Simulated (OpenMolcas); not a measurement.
# Re⁶⁺ among point charges: CASSCF and CASPT2 levels and susceptibility

Aim: the splitting of the states of Re⁶⁺ in the field of 6 point charges, its lowest levels with spin-orbit coupling and its magnetic susceptibility.

The numbers are computed with OpenMolcas 26.06 (state-averaged CASSCF and CASPT2, spin-orbit coupling by RASSI with atomic mean-field integrals), except any that are marked as measured or tabulated.

## 1. What is computed

```
Species                           : Re⁶⁺ (rhenium, Z = 75, 69 electrons)
Basis                             : ANO-RCC-VDZP [7s6p4d2f1g], 68 functions
Scalar Hamiltonian                : DKH2, point nucleus
Inactive shells                   : 1s 2s 2p 3s 3p 3d 4s 4p 4d 4f 5s 5p
Active space                      : 1 electron in 5 orbitals (5d)
Some configurations of this space : 5d
Orbitals                          : optimised for each spin and parity, averaged over all roots
```

Outer shells as boxes (Hund's rule):

5d
```
5d [↑ ][  ][  ][  ][  ]
```

The ion sits among 6 point charges of -0.5 e arranged as an octahedron (Oh), 1.92 Å from the ion.

Each step is its own input file, run in one work folder so that later steps find the files of earlier ones. Labels, J, g values, rates, χT and fits are worked out afterwards by a script from the matrices that RASSI stores. The input lists half of the charges; inversion (Group=XYZ) makes the rest.

## 2. One- and two-electron integrals

The input, a.inp:

```
&GATEWAY
Coord
1

Re 0.0 0.0 0.0
Basis=ANO-RCC-VDZP
Group=XYZ
NoMove
AngMom=0.0 0.0 0.0
AMFI
XField
3 Angstrom 0
1.920000 0.000000 0.000000 -0.500000
0.000000 1.920000 0.000000 -0.500000
0.000000 0.000000 1.920000 -0.500000
&SEWARD
```

Run with:

```bash
$ OMP_NUM_THREADS=1 MOLCAS_MEM=1689 MOLCAS_PROJECT=a pymolcas a.inp > a.log
```

## 3. CASSCF: doublets of even parity, 5 roots

The input, a.inp:

```
&RASSCF
FileOrb=start.orb
Symmetry=1
Spin=2
nActEl=1 0 0
Inactive=15 19
Ras2=5 0
CIRoot=5 5 1
SDav=5
CIMx=300
Iter=120 100
PrWF=0.3
OrbListing=Nothing
MaxOrb=0
>>> COPY $Project.JobIph JOB001
```

start.orb holds the contracted functions of the basis, ordered by shell, or the orbitals of the step before.

## 4. RASSI: spin-orbit coupling between the states

The input, a.inp:

```
&RASSI
NrOfJobIphs=1 5
1 2 3 4 5
IphNames
JOB001
EJob
SpinOrbit
DIPRint=1.0
SOCoupling=1000.0
Subsets=2
Property=9
'ANGMOM' 1 'ANGMOM' 2 'ANGMOM' 3 'MLTPL  1' 1 'MLTPL  1' 2 'MLTPL  1' 3
'AMFI' 1 'AMFI' 2 'AMFI' 3
SOProperty=3
'ANGMOM' 1 'ANGMOM' 2 'ANGMOM' 3
```

## 5. CASPT2: IPEA 0.25, imaginary shift 0.1 (closed shells correlated: 5s 5p)

The input, a.inp:

```
>>> COPY JOB001 $Project.JobIph
&CASPT2
Multistate=5 1 2 3 4 5
NoMult
Frozen=14 16
IPEA=0.25
Imaginary=0.1
MaxIter=60
WThr=0.0 0.3 0.05
PrWF=0.5
NoMix
```

(Steps that only read results are left out.)

What does the calculation give? Wanted: spin-free ground state; first state of the same spin within the active space; lowest level; next level.

As calculated:

```
                                            quantity                                                                        value
                                              method  SS-CASPT2, IPEA 0.25, imaginary shift 0.1 (closed shells correlated: 5s 5p)
                              spin-free ground state                                              2T2, 3-fold in its orbital part
first state of the same spin within the active space                                                              2E at 3010 cm⁻¹
                                        lowest level                                                                    4-fold Γ8
                                          next level                                                                 11229.9 cm⁻¹
                                         χT at 300 K                                                               0.29 cm³ K/mol
                           effective moment at 300 K                                                                      1.52 μB
```

Cost by method:

```
                                              method  time of its own steps  time with the reference
                                           A. CASSCF                  2.8 s                    2.8 s
B. SS-CASPT2, IPEA 0.25, imaginary shift 0.1, +5s 5p                  1.1 s                    3.9 s
```

Times are of one thread on a shared host.

What this shows: The spin-free ground state (2T2) comes to 100 % from free-ion D terms and keeps the highest spin of the shell. χT at 300 K is 0.29, against 0.38 cm³ K/mol for the spin alone, so orbital moment lowers it. A ligand-field fit to the states below 45000 cm-1 gives 10Dq = 3009 cm-1, the gap between the two states. CASPT2 does not keep the components of a term degenerate, and the means are used. The field of point charges can differ much from that of real complexes. Point charges carry no covalency, so the field is a model and not that of real ligands.
